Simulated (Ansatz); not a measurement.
# AlGe+ (singlet): the correlation ladder at distance Ge1–Al2 = 4.216 Å, cc-pVDZ

The task here is to estimate one member of a computed series from the others.

Program: Ansatz 0.2.0, Gaussian basis. Level of theory: cc-pVDZ, core rule «outside noble gas», up to 19 orbitals frozen. These are calculated values, not measurements.

Plan: UHF; CCSD(T) on RHF; CCSD(T) on UHF; BCCD(T) on RHF; CISD; CCSDT(Q) on RHF; CCSDT(Q) on UHF; CCSDTQ on RHF; CASSCF and MRCISD+Q, 2 electrons in 2 orbitals; CASSCF and NEVPT2, 2 electrons in 2 orbitals; CASSCF and MRCISD+Q, 6 electrons in 8 orbitals; CASSCF and NEVPT2, 6 electrons in 8 orbitals; Full CI.

17 further runs of the same task are left out: 15 that didn't finish, 2 set aside as unsound or not needed.

### The system

The geometry derives from a PBE0/def2-TZVP stationary point (not a proven minimum). One bond is set to the value named and the two fragments are kept rigid. No spin-orbit coupling is included. The filled d shell of Ge may be among the frozen orbitals whatever the setting's name suggests; the logs give the count.

2 atoms, charge 1, spin multiplicity 1.

Atoms are counted from 1 here; the program's logs count them from 0.

No contacts short enough for the rule that draws bonds.

Set-up of the first run:

File in.yaml:

```yaml
crystal:
  periodic: [false, false, false]
  atoms:
    - {symbol: Ge, position_ang: [0.000000, 0.000000, 0.000000]}
    - {symbol: Al, position_ang: [0.000000, 0.000000, 4.216000]}
basis:
  gaussian: {orbitals: cc-pVDZ}
total_charge: 1
magnetization: {spin_polarized: true, initial_magnetization: 0}
hamiltonian: {xc: hf}
output: {orbitals: {seedname: orbitals}}
```

Run with:

```bash
$ ansatz run in.yaml --threads 1 --pin off --events-out ev --progress --plain --max-ram 2393MiB
```

Steps of the session up to this table: UHF; CCSD(T) on RHF; CCSD(T) on UHF; BCCD(T) on RHF; CISD; CCSDT(Q) on RHF; CCSDT(Q) on UHF; CCSDTQ on RHF; CASSCF and MRCISD+Q, 2 electrons in 2 orbitals; CASSCF and NEVPT2, 2 electrons in 2 orbitals; CASSCF and MRCISD+Q, 6 electrons in 8 orbitals; CASSCF and NEVPT2, 6 electrons in 8 orbitals; Full CI.

One table of the session follows, with a row left open; its other results are not shown here.

```
   method  from FCI (kJ/mol)
      RHF                  ?
     RMP2             +105.0
     CISD              +35.3
    RCCSD              +11.0
 RCCSD(T)               +4.0
  BCCD(T)               +4.0
   RCCSDT               +1.7
RCCSDT(Q)               +0.6
  RCCSDTQ               +0.1
      FCI                  0
```

Estimate the missing values for RHF.

**Answer.** from FCI (kJ/mol): +312.2. In the column «from FCI (kJ/mol)» it is the highest.

Not comparable, so not listed: CASSCF and NEVPT2, 2 electrons in 2 orbitals (they don't share determinant, frozen orbitals or solution with the rows shown, or repeat one).

Caveats from the session: Left out of the table: CASSCF pair, MRCISD pair, MRCISD+Q pair, CASSCF valence, NEVPT2 valence, MRCISD valence, MRCISD+Q valence (the active space lost an orbital or holds another state than full CI finds). Left out of the table: UHF, UMP2, UCCSD, UCCSD(T), UCCSDT, UCCSDT(Q) (another determinant or state than the rows shown). Warnings in the runs' records: passed over end.
